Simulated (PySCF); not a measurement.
# C3H9BO: electronic excitations at several levels of theory

Aim: compute the electronic excitations of C3H9BO (`BOCCC`) at several levels, and see how far they spread and what each costs.

Computed with PySCF 2.14.0, with density-fitted response routines of our own, on a single molecule in the gas phase. Atoms are numbered from 0 throughout.

### Step 1. Starting geometry

14 atoms, charge 0, multiplicity 1; geometry from: GFN2-xTB. The atoms were then displaced at random by about 0.01 Å, so the start is not that level's minimum.

Bonds of the start (Å): B0–O1 1.31, O1–C2 1.40, C2–C3 1.57, C3–C4 1.50, B0–H5 1.19, B0–H6 1.17, C2–H7 1.11, C2–H8 1.07, C3–H9 1.10, C3–H10 1.11, C4–H11 1.07, C4–H12 1.10, C4–H13 1.08.

### Step 2. Relaxing the molecule at PBE0-D3(BJ)/def2-SVP

Job settings and geometry (Å):

```
{"job": {"xc": "PBE0", "basis": "def2-SVP", "d3": "d3bj", "grid": 1, "shake": 0.01, "kind": "geom"}, "charge": 0, "multiplicity": 1}
B     -2.578710    -0.467810     0.750690
O     -1.570920     0.332350     1.002700
C     -0.447430     0.462460     0.175420
C      0.840320    -0.083450     0.895810
C      2.062710     0.085210     0.049730
H     -3.455210    -0.431060     1.548500
H     -2.658950    -1.100150    -0.234910
H     -0.275340     1.538880    -0.027540
H     -0.577940    -0.056760    -0.748490
H      0.914860     0.430350     1.863490
H      0.635650    -1.147760     1.119940
H      1.978370    -0.432540    -0.881120
H      2.212880     1.155170    -0.158000
H      2.912550    -0.299970     0.596210
```

On the command line:

```bash
OMP_NUM_THREADS=1 python probes_run.py task.json out
```

The driver reads the jobs from task.json and runs them one after another.

Output:

```text
step   0  E = -219.40892097  max force = 0.039826
step   1  E = -219.41519227  max force = 0.007157
step   2  E = -219.41557849  max force = 0.003016
step   3  E = -219.41563256  max force = 0.001076
step   4  E = -219.41567548  max force = 0.001684
step   5  E = -219.41571391  max force = 0.002188
step   6  E = -219.41573663  max force = 0.001673
step   7  E = -219.41573785  max force = 0.001330
step   8  E = -219.41574469  max force = 0.000418
optimisation converged
```

Wall time 41 s (1 thread of Arm Neoverse V1, shared host); peak memory 0.47 GiB.

Relaxation path:

```csv
step,energy from step 0 (eV),largest force component (eV/Å)
0,0.0000,2.0479
1,-0.1707,0.3680
2,-0.1812,0.1551
3,-0.1826,0.0553
4,-0.1838,0.0866
5,-0.1848,0.1125
6,-0.1855,0.0860
7,-0.1855,0.0684
8,-0.1857,0.0215
```

Distances of close pairs at the start and the end, largest changes first:

```csv
bond,before (Å),after (Å),change (Å)
C2–C3,1.573,1.515,-0.058
B0–H6,1.174,1.216,+0.042
C2–H8,1.068,1.106,+0.038
C4–H11,1.068,1.102,+0.033
B0–O1,1.311,1.339,+0.027
C3–C4,1.496,1.520,+0.024
B0–H5,1.186,1.209,+0.023
C4–H13,1.081,1.100,+0.018
```

The next job starts from the end point, and lists it.

```csv
at the end point,value
point group (found at 0.08 Å tolerance),C1
"rotational constants (GHz, main isotopes)","18.502, 2.263, 2.245"
dipole moment (D),1.94
```

### Step 3. Ultraviolet spectrum: PBE0/def2-SVP

Job settings and geometry (Å):

```
{"job": {"kind": "uv", "xc": "PBE0", "basis": "def2-SVP"}, "charge": 0, "multiplicity": 1}
B     -2.516226    -0.708143     0.890664
O     -1.575112     0.229562     1.055433
C     -0.484748     0.395035     0.172318
C      0.819028     0.045919     0.860034
C      2.029365     0.304103    -0.022054
H     -3.391017    -0.764560     1.723055
H     -2.470820    -1.458301    -0.065497
H     -0.474571     1.450934    -0.147195
H     -0.630561    -0.228117    -0.729170
H      0.886675     0.629737     1.792846
H      0.784584    -1.015198     1.160740
H      2.004285    -0.313327    -0.934231
H      2.080830     1.358552    -0.337644
H      2.964078     0.072071     0.508559
```

Level: TDDFT PBE0/def2-SVP, vertical, gas phase, core orbitals frozen in the response.

Output:

```text
coarse grid: 11016 points
cycle   1  E = -219.3078301300  dE =  2.673e-01  |g| = 5.361e-01  |ddm| = 3.498e+00
cycle   2  E = -219.2245645918  dE =  8.327e-02  |g| = 8.515e-01  |ddm| = 1.258e+00
cycle   3  E = -219.3665880800  dE = -1.420e-01  |g| = 9.197e-02  |ddm| = 8.161e-01
cycle   4  E = -219.3682712791  dE = -1.683e-03  |g| = 3.142e-02  |ddm| = 9.799e-02
cycle   5  E = -219.3685125638  dE = -2.413e-04  |g| = 4.920e-03  |ddm| = 3.166e-02
cycle   6  E = -219.3685189592  dE = -6.395e-06  |g| = 9.464e-04  |ddm| = 6.543e-03
final grid: 104392 points
cycle   7  E = -219.4082296013  dE = -2.312e-05  |g| = 9.748e-03  |ddm| = 2.400e-02
cycle   8  E = -219.4082083798  dE =  2.122e-05  |g| = 1.442e-02  |ddm| = 1.834e-02
cycle   9  E = -219.4082497434  dE = -4.136e-05  |g| = 1.429e-03  |ddm| = 1.148e-02
cycle  10  E = -219.4082502196  dE = -4.763e-07  |g| = 1.715e-04  |ddm| = 1.529e-03
cycle  11  E = -219.4082502263  dE = -6.668e-09  |g| = 4.153e-05  |ddm| = 2.046e-04
cycle  12  E = -219.4082502268  dE = -4.684e-10  |g| = 1.205e-05  |ddm| = 5.983e-05
converged SCF energy = -219.4082502268

Static polarisability (au): isotropic 50.790, principal 42.117 46.101 64.151

Singlet excitations
state   eV       nm        f      main configurations
  1   6.3438    195.4   0.00018   H->L 0.99
  2   7.8219    158.5   0.00053   H-2->L 0.82, H-3->L 0.13
  3   7.9787    155.4   0.18964   H-1->L 0.98
  4   8.8129    140.7   0.00606   H-3->L 0.71, H-2->L 0.17
  5   9.2250    134.4   0.03125   H->L+1 0.90
  6   9.2625    133.9   0.01222   H-4->L 0.85, H-3->L 0.09
  7   9.5765    129.5   0.00992   H-1->L+1 0.94
  8   9.6529    128.4   0.00968   H->L+2 0.85
  9   9.8029    126.5   0.01032   H-2->L+1 0.87
 10   9.8912    125.3   0.02378   H-5->L 0.80

Triplet excitations (Tamm-Dancoff, eV): 5.7218 6.4587 7.4871 8.4446
```

Wall time 13 s (1 thread of Arm Neoverse V1, shared host); peak memory 0.6 GiB.

The orbitals next to the gap, with their largest atomic shares:

```csv
orbital,eV,atoms
HOMO−3,-10.14,"C4 20 %, O1 16 %, H12 13 %"
HOMO−2,-9.36,"C3 19 %, C2 14 %, H9 13 %"
HOMO−1,-9.03,"O1 35 %, C2 17 %, C3 16 %"
HOMO,-8.40,"O1 30 %, B0 27 %, H6 19 %"
LUMO,-0.10,"B0 80 %, O1 14 %"
LUMO+1,1.78,"H11 14 %, H12 14 %, H13 12 %"
LUMO+2,2.57,"B0 18 %, C2 17 %, H8 16 %"
```

With each of the 10 states as a Gaussian band of 0.4 eV half-width at 1/e, the curve within the window shown has maxima at 156 nm (ε 7,700), 131 nm (ε 2,500) L/(mol cm). Beyond the last state computed it falls off for lack of states. The curve at chosen wavelengths:

nm, ε (L/mol/cm) and a bar:
```
      122        819 ###
      126       2045 ########
      130       2465 ##########
      133       2439 ##########
      137       1814 #######
      141        943 ####
      145       1142 ####
      148       2684 ##########
      152       6062 ########################
      156       7691 ##############################
      160       5803 #######################
      163       3489 ##############
      167       1256 #####
      171        321 #
      175         62 
      178         16 
      182          4 
      186          4 
      190          6 
      193          7 
      197          7 
      201          6 
      205          4 
      208          3 
      212          2 
      216          1
```

Further results of this job:

```csv
property,computed
dipole moment (D),1.94
polarisability (Å³),7.53
HOMO–LUMO gap (eV),8.30
−ε(HOMO) (eV),8.40
```

### Step 4. TDDFT and polarisability: PBE0/def2-TZVP

Same as in step 3 but for these lines:

```diff
@@ -1,2 +1,2 @@
-{"job": {"kind": "uv", "xc": "PBE0", "basis": "def2-SVP"}, "charge": 0, "multiplicity": 1}
+{"job": {"kind": "uv", "xc": "PBE0", "basis": "def2-TZVP"}, "charge": 0, "multiplicity": 1}
 B     -2.516226    -0.708143     0.890664
```

Method: TDDFT PBE0/def2-TZVP, vertical, gas phase, core orbitals frozen in the response.

Output:

```text
coarse grid: 11016 points
cycle   1  E = -219.5881523992  dE =  2.933e-01  |g| = 5.893e-01  |ddm| = 2.454e+00
cycle   2  E = -219.4861418871  dE =  1.020e-01  |g| = 9.509e-01  |ddm| = 1.072e+00
cycle   3  E = -219.6546101791  dE = -1.685e-01  |g| = 1.082e-01  |ddm| = 7.182e-01
cycle   4  E = -219.6567745573  dE = -2.164e-03  |g| = 3.806e-02  |ddm| = 7.934e-02
cycle   5  E = -219.6571070942  dE = -3.325e-04  |g| = 6.519e-03  |ddm| = 2.676e-02
cycle   6  E = -219.6571176307  dE = -1.054e-05  |g| = 1.295e-03  |ddm| = 5.771e-03
cycle   7  E = -219.6571180461  dE = -4.154e-07  |g| = 2.709e-04  |ddm| = 1.367e-03
final grid: 104392 points
cycle   8  E = -219.6491799934  dE = -6.896e-05  |g| = 9.587e-03  |ddm| = 5.576e-02
cycle   9  E = -219.6491614761  dE =  1.852e-05  |g| = 1.402e-02  |ddm| = 1.201e-02
cycle  10  E = -219.6491975018  dE = -3.603e-05  |g| = 1.595e-03  |ddm| = 7.491e-03
cycle  11  E = -219.6491980234  dE = -5.216e-07  |g| = 3.032e-04  |ddm| = 1.369e-03
cycle  12  E = -219.6491980435  dE = -2.007e-08  |g| = 8.231e-05  |ddm| = 2.499e-04
cycle  13  E = -219.6491980453  dE = -1.835e-09  |g| = 1.551e-05  |ddm| = 7.660e-05
cycle  14  E = -219.6491980454  dE = -4.945e-11  |g| = 4.266e-06  |ddm| = 1.232e-05
converged SCF energy = -219.6491980454

Static polarisability (au): isotropic 56.629, principal 47.973 51.668 70.246

Singlet excitations
state   eV       nm        f      main configurations
  1   6.2660    197.9   0.00028   H->L 0.98
  2   7.6595    161.9   0.00319   H-2->L 0.81, H-3->L 0.11
  3   7.7157    160.7   0.16697   H-1->L 0.94
  4   8.6238    143.8   0.02636   H->L+1 0.83, H->L+2 0.12
  5   8.6336    143.6   0.00542   H-3->L 0.72, H-2->L 0.15
  6   8.9465    138.6   0.01211   H-1->L+1 0.91
  7   9.0296    137.3   0.01136   H->L+2 0.46, H-4->L 0.36
  8   9.0584    136.9   0.00059   H-4->L 0.47, H->L+2 0.32
  9   9.2030    134.7   0.01101   H-2->L+1 0.89
 10   9.4307    131.5   0.00251   H-1->L+2 0.91

Triplet excitations (Tamm-Dancoff, eV): 5.6562 6.3918 7.3647 8.3070
```

Run time: 31 s. Hardware: 1 thread of Arm Neoverse V1, shared host; peak memory 0.81 GiB.

Key values: HOMO -8.48 eV, LUMO -0.32 eV; lowest singlet 6.27 eV.

### Step 5. TDDFT and polarisability: PBE0/aug-cc-pVDZ

Same as in step 4 but for these lines:

```diff
@@ -1,2 +1,2 @@
-{"job": {"kind": "uv", "xc": "PBE0", "basis": "def2-TZVP"}, "charge": 0, "multiplicity": 1}
+{"job": {"kind": "uv", "xc": "PBE0", "basis": "aug-cc-pVDZ"}, "charge": 0, "multiplicity": 1}
 B     -2.516226    -0.708143     0.890664
```

With the program's defaults for keys left out, this is: TDDFT PBE0/aug-cc-pVDZ, vertical, gas phase, core orbitals frozen in the response.

Output:

```text
coarse grid: 11016 points
cycle   1  E = -219.5167111904  dE =  3.227e-01  |g| = 5.493e-01  |ddm| = 8.473e+00
cycle   2  E = -219.4227927300  dE =  9.392e-02  |g| = 8.905e-01  |ddm| = 2.070e+00
cycle   3  E = -219.5783883322  dE = -1.556e-01  |g| = 9.958e-02  |ddm| = 1.096e+00
cycle   4  E = -219.5803749691  dE = -1.987e-03  |g| = 3.246e-02  |ddm| = 2.242e-01
cycle   5  E = -219.5806319099  dE = -2.569e-04  |g| = 5.490e-03  |ddm| = 7.315e-02
cycle   6  E = -219.5806399923  dE = -8.082e-06  |g| = 1.122e-03  |ddm| = 1.898e-02
final grid: 104392 points
cycle   7  E = -219.5892928068  dE = -2.815e-05  |g| = 9.733e-03  |ddm| = 1.924e-01
cycle   8  E = -219.5892729760  dE =  1.983e-05  |g| = 1.411e-02  |ddm| = 4.178e-02
cycle   9  E = -219.5893132182  dE = -4.024e-05  |g| = 1.578e-03  |ddm| = 2.050e-02
cycle  10  E = -219.5893137733  dE = -5.551e-07  |g| = 2.149e-04  |ddm| = 2.780e-03
cycle  11  E = -219.5893137841  dE = -1.078e-08  |g| = 5.100e-05  |ddm| = 6.220e-04
cycle  12  E = -219.5893137849  dE = -7.418e-10  |g| = 1.392e-05  |ddm| = 1.736e-04
converged SCF energy = -219.5893137849

Static polarisability (au): isotropic 59.310, principal 50.757 54.050 73.122

Singlet excitations
state   eV       nm        f      main configurations
  1   6.2073    199.7   0.00039   H->L 0.95
  2   7.5676    163.8   0.04608   H-2->L 0.55, H-1->L 0.34
  3   7.5841    163.5   0.11686   H-1->L 0.60, H-2->L 0.30
  4   7.6440    162.2   0.01996   H->L+1 0.86, H->L+3 0.09
  5   8.0187    154.6   0.00562   H-1->L+1 0.93
  6   8.0950    153.2   0.00135   H->L+3 0.52, H->L+2 0.30
  7   8.1128    152.8   0.05471   H->L+2 0.53, H->L+3 0.29
  8   8.2085    151.0   0.00438   H->L+4 0.75, H->L+2 0.11
  9   8.2769    149.8   0.00962   H-2->L+1 0.85
 10   8.5023    145.8   0.01019   H-3->L 0.56, H->L+5 0.16, H-2->L 0.10

Triplet excitations (Tamm-Dancoff, eV): 5.6035 6.3436 7.2993 7.5195
```

Wall time 28 s (1 thread of Arm Neoverse V1, shared host); peak memory 0.77 GiB.

This run: HOMO -8.48 eV, LUMO -0.47 eV; lowest singlet 6.21 eV.

### Step 6. Ultraviolet spectrum: PBE0/def2-TZVPD

Same as in step 5 but for these lines:

```diff
@@ -1,2 +1,2 @@
-{"job": {"kind": "uv", "xc": "PBE0", "basis": "aug-cc-pVDZ"}, "charge": 0, "multiplicity": 1}
+{"job": {"kind": "uv", "xc": "PBE0", "basis": "def2-TZVPD"}, "charge": 0, "multiplicity": 1}
 B     -2.516226    -0.708143     0.890664
```

Method: TDDFT PBE0/def2-TZVPD, vertical, gas phase, core orbitals frozen in the response.

Output:

```text
coarse grid: 11016 points
cycle   1  E = -219.5889004411  dE =  2.933e-01  |g| = 5.888e-01  |ddm| = 3.207e+00
cycle   2  E = -219.4856620387  dE =  1.032e-01  |g| = 9.539e-01  |ddm| = 1.650e+00
cycle   3  E = -219.6552610012  dE = -1.696e-01  |g| = 1.089e-01  |ddm| = 8.296e-01
cycle   4  E = -219.6574466855  dE = -2.186e-03  |g| = 3.835e-02  |ddm| = 1.320e-01
cycle   5  E = -219.6577843823  dE = -3.377e-04  |g| = 6.506e-03  |ddm| = 5.034e-02
cycle   6  E = -219.6577948515  dE = -1.047e-05  |g| = 1.307e-03  |ddm| = 9.556e-03
cycle   7  E = -219.6577952755  dE = -4.240e-07  |g| = 2.778e-04  |ddm| = 2.081e-03
final grid: 104392 points
cycle   8  E = -219.6498726380  dE = -7.453e-05  |g| = 9.599e-03  |ddm| = 2.850e-01
cycle   9  E = -219.6498540614  dE =  1.858e-05  |g| = 1.405e-02  |ddm| = 2.327e-02
cycle  10  E = -219.6498902020  dE = -3.614e-05  |g| = 1.610e-03  |ddm| = 1.141e-02
cycle  11  E = -219.6498907335  dE = -5.315e-07  |g| = 3.102e-04  |ddm| = 1.781e-03
cycle  12  E = -219.6498907544  dE = -2.091e-08  |g| = 8.587e-05  |ddm| = 5.966e-04
cycle  13  E = -219.6498907564  dE = -1.998e-09  |g| = 1.600e-05  |ddm| = 1.547e-04
cycle  14  E = -219.6498907565  dE = -5.184e-11  |g| = 4.387e-06  |ddm| = 2.958e-05
converged SCF energy = -219.6498907565

Static polarisability (au): isotropic 59.143, principal 50.748 53.886 72.796

Singlet excitations
state   eV       nm        f      main configurations
  1   6.2321    198.9   0.00037   H->L 0.98
  2   7.6083    163.0   0.01246   H-2->L 0.74, H-1->L 0.12, H-3->L 0.09
  3   7.6393    162.3   0.15298   H-1->L 0.85, H-2->L 0.10
  4   7.8730    157.5   0.03354   H->L+1 0.86, H->L+2 0.11
  5   8.2741    149.8   0.00611   H-1->L+1 0.86, H->L+2 0.09
  6   8.3425    148.6   0.00657   H->L+2 0.72, H->L+1 0.10, H-1->L+1 0.09
  7   8.5147    145.6   0.01964   H-2->L+1 0.39, H->L+4 0.30, H->L+3 0.13
  8   8.5501    145.0   0.02993   H-3->L 0.34, H->L+3 0.19, H->L+4 0.19
  9   8.5941    144.3   0.02003   H-2->L+1 0.37, H-3->L 0.34
 10   8.6702    143.0   0.01533   H->L+3 0.58, H->L+4 0.35

Triplet excitations (Tamm-Dancoff, eV): 5.6204 6.3771 7.3251 7.7002
```

Run time: 47 s. Hardware: 1 thread of Arm Neoverse V1, shared host; peak memory 1.1 GiB.

This run: HOMO -8.49 eV, LUMO -0.40 eV; lowest singlet 6.23 eV.

### Step 7. Ultraviolet spectrum: PBE0/6-31+G*

Same as in step 6 but for these lines:

```diff
@@ -1,2 +1,2 @@
-{"job": {"kind": "uv", "xc": "PBE0", "basis": "def2-TZVPD"}, "charge": 0, "multiplicity": 1}
+{"job": {"kind": "uv", "xc": "PBE0", "basis": "6-31+G*"}, "charge": 0, "multiplicity": 1}
 B     -2.516226    -0.708143     0.890664
```

With the program's defaults for keys left out, this is: TDDFT PBE0/6-31+G*, vertical, gas phase, core orbitals frozen in the response.

Output:

```text
coarse grid: 11016 points
cycle   1  E = -219.5470960160  dE =  3.057e-01  |g| = 5.428e-01  |ddm| = 3.144e+00
cycle   2  E = -219.4589053470  dE =  8.819e-02  |g| = 8.685e-01  |ddm| = 1.489e+00
cycle   3  E = -219.6085401953  dE = -1.496e-01  |g| = 9.822e-02  |ddm| = 9.599e-01
cycle   4  E = -219.6104997860  dE = -1.960e-03  |g| = 3.037e-02  |ddm| = 1.204e-01
cycle   5  E = -219.6107245462  dE = -2.248e-04  |g| = 5.161e-03  |ddm| = 4.192e-02
cycle   6  E = -219.6107317816  dE = -7.235e-06  |g| = 9.997e-04  |ddm| = 8.849e-03
final grid: 104392 points
cycle   7  E = -219.5702648618  dE = -1.487e-05  |g| = 9.669e-03  |ddm| = 4.360e-02
cycle   8  E = -219.5702454941  dE =  1.937e-05  |g| = 1.404e-02  |ddm| = 2.065e-02
cycle   9  E = -219.5702853559  dE = -3.986e-05  |g| = 1.545e-03  |ddm| = 1.183e-02
cycle  10  E = -219.5702859023  dE = -5.463e-07  |g| = 1.837e-04  |ddm| = 1.759e-03
cycle  11  E = -219.5702859100  dE = -7.755e-09  |g| = 4.188e-05  |ddm| = 2.788e-04
cycle  12  E = -219.5702859105  dE = -4.704e-10  |g| = 1.223e-05  |ddm| = 6.442e-05
converged SCF energy = -219.5702859105

Static polarisability (au): isotropic 53.670, principal 44.630 49.894 66.486

Singlet excitations
state   eV       nm        f      main configurations
  1   6.2903    197.1   0.00027   H->L 0.96
  2   7.6552    162.0   0.10580   H-1->L 0.71, H-2->L 0.23
  3   7.6900    161.2   0.05966   H-2->L 0.61, H-1->L 0.26
  4   8.0222    154.6   0.03341   H->L+1 0.82, H->L+2 0.16
  5   8.4030    147.5   0.00196   H-1->L+1 0.69, H->L+2 0.16
  6   8.4343    147.0   0.01428   H->L+3 0.28, H->L+2 0.27, H-1->L+1 0.25
  7   8.5079    145.7   0.04680   H->L+3 0.43, H->L+2 0.31
  8   8.6124    144.0   0.01041   H-3->L 0.67, H-2->L 0.13
  9   8.6849    142.8   0.01545   H->L+4 0.62, H->L+3 0.16
 10   8.7225    142.1   0.00348   H-2->L+1 0.75, H->L+4 0.09

Triplet excitations (Tamm-Dancoff, eV): 5.7540 6.4017 7.4060 7.8452
```

Wall time 12 s (1 thread of Arm Neoverse V1, shared host); peak memory 0.6 GiB.

In short: HOMO -8.49 eV, LUMO -0.40 eV; lowest singlet 6.29 eV.

### Step 8. Side by side: electronic excitations

Excitations and ground-state properties, with basis size and wall time:

```csv
run,lowest singlet (eV),brightest (eV),f,gap (eV),α (Å³),μ (D),functions,time
PBE0/def2-SVP,6.34,7.98,0.190,8.30,7.53,1.94,115,13 s
PBE0/def2-TZVP,6.27,7.72,0.167,8.16,8.39,1.80,209,31 s
PBE0/aug-cc-pVDZ,6.21,7.58,0.117,8.00,8.79,1.81,196,28 s
PBE0/def2-TZVPD,6.23,7.64,0.153,8.09,8.76,1.79,269,47 s
PBE0/6-31+G*,6.29,7.66,0.106,8.09,7.95,1.88,108,12 s
```

### Step 9. What came out

```
                                quantity                        value
                             point group                           C1
    rotational constants (main isotopes)        18.50, 2.26, 2.25 GHz
          lowest singlet (PBE0/def2-SVP)  6.34 eV (195 nm), f = 0.000
brightest single state of those computed  state 3, 7.98 eV, f = 0.190
                          lowest triplet                      5.72 eV
             range of the lowest singlet              6.21 to 6.34 eV
```

What this shows: Single values in the summary come from the first run of each kind that ended normally (PBE0/def2-SVP), which need not be the best level. The optimisation took 8 steps and gained 0.186 eV; among the close pairs (by a distance rule), C2–C3 changed most, from 1.573 to 1.515 Å. No frequency check was run at this level, so the end point may be a saddle. The first singlet state (HOMO→LUMO 0.99) lies at 6.34 eV and is dark; of the 10 states computed, the strongest absorption comes from state 3 at 7.98 eV. The lowest triplet lies 0.62 eV below the lowest singlet (triplets in Tamm-Dancoff, singlets in full TDDFT). The basis of PBE0/def2-SVP has no diffuse functions, so Rydberg states are missing and the high states are unreliable. The lowest singlet runs from 6.21 eV (PBE0/aug-cc-pVDZ) to 6.34 eV (PBE0/def2-SVP), while the orbital gap spans 8.00 to 8.30 eV. The lowest state need not be the same one in every run.
